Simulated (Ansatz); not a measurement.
# AlBH4SeSi: basis-set convergence

How large a basis does AlBH4SeSi need? Two functionals are run in growing sets.

Computed with Ansatz 0.2.0, Gaussian basis. Level: one geometry, several basis sets.

Levels to be run: PBE0-D4/def2-SVP; ωB97M-V/def2-SVP; PBE0-D4/def2-QZVPP; ωB97M-V/def2-QZVPP; the functionals' def2-TZVPP values are taken from earlier runs.

### Step 1. Structure used throughout

An earlier PBE0-D4 in a triple-zeta def2 set relaxation fixed the geometry.

SMILES `[AlH2][B]1[SiH2][Se]1`, 8 atoms, charge 0, spin multiplicity 1.

Atoms are counted from 1 here; the program's logs count them from 0.

Bond lengths: Al1–B2 2.081 Å, Al1–H5 1.590 Å, Al1–H6 1.590 Å, B2–Si3 1.962 Å, B2–Se4 1.928 Å, Si3–Se4 2.281 Å, Si3–H7 1.481 Å, Si3–H8 1.481 Å. Angles: B2–Al1–H5 120.4°, B2–Al1–H6 120.4°, H5–Al1–H6 119.1°, Al1–B2–Si3 151.6°, Al1–B2–Se4 136.6°, Si3–B2–Se4 71.8°, B2–Si3–Se4 53.4°, B2–Si3–H7 123.2°, B2–Si3–H8 123.2°, Se4–Si3–H7 114.5°, Se4–Si3–H8 114.5°, H7–Si3–H8 112.1°, B2–Se4–Si3 54.8°.

### Step 2. PBE0-D4 in def2-SVP

in.yaml

```yaml
crystal:
  periodic: [false, false, false]
  atoms:
    - {symbol: Al, position_ang: [-0.946374, 1.804809, -0.489523]}
    - {symbol: B, position_ang: [0.106564, 0.017956, -0.314789]}
    - {symbol: Si, position_ang: [0.706806, -1.537626, 0.718928]}
    - {symbol: Se, position_ang: [1.201215, -1.079999, -1.460018]}
    - {symbol: H, position_ang: [-2.474885, 1.798844, -0.928120]}
    - {symbol: H, position_ang: [-0.247979, 3.189079, -0.136102]}
    - {symbol: H, position_ang: [1.871225, -1.502816, 1.634036]}
    - {symbol: H, position_ang: [-0.124471, -2.747244, 0.919788]}
basis:
  gaussian: {orbitals: def2-SVP}
hamiltonian: {xc: pbe0, dispersion: d4}
output: {orbitals: {seedname: orbitals}}
```

Launch:

```sh
$ ansatz run in.yaml --threads 2 --pin off --events-out ev --progress --plain --max-ram 4352MiB
```

The runs that follow: ωB97M-V in def2-SVP; PBE0-D4 in def2-QZVPP; ωB97M-V in def2-QZVPP.

Q: Predict the results of all the runs planned. Wanted: PBE0-D4: double and triple zeta above quadruple; ωB97M-V: double and triple zeta above quadruple.

**Answer**, as computed:

| quantity | value |
| --- | --- |
| PBE0-D4: double and triple zeta above quadruple | 15.62, 1.87 eV |
| ωB97M-V: double and triple zeta above quadruple | 15.56, 1.79 eV |

In words: For PBE0-D4 the step from double to triple zeta gains 13.75 eV and the next only 1.87 eV. Total energies overstate the basis error of differences, where much of it tends to cancel.
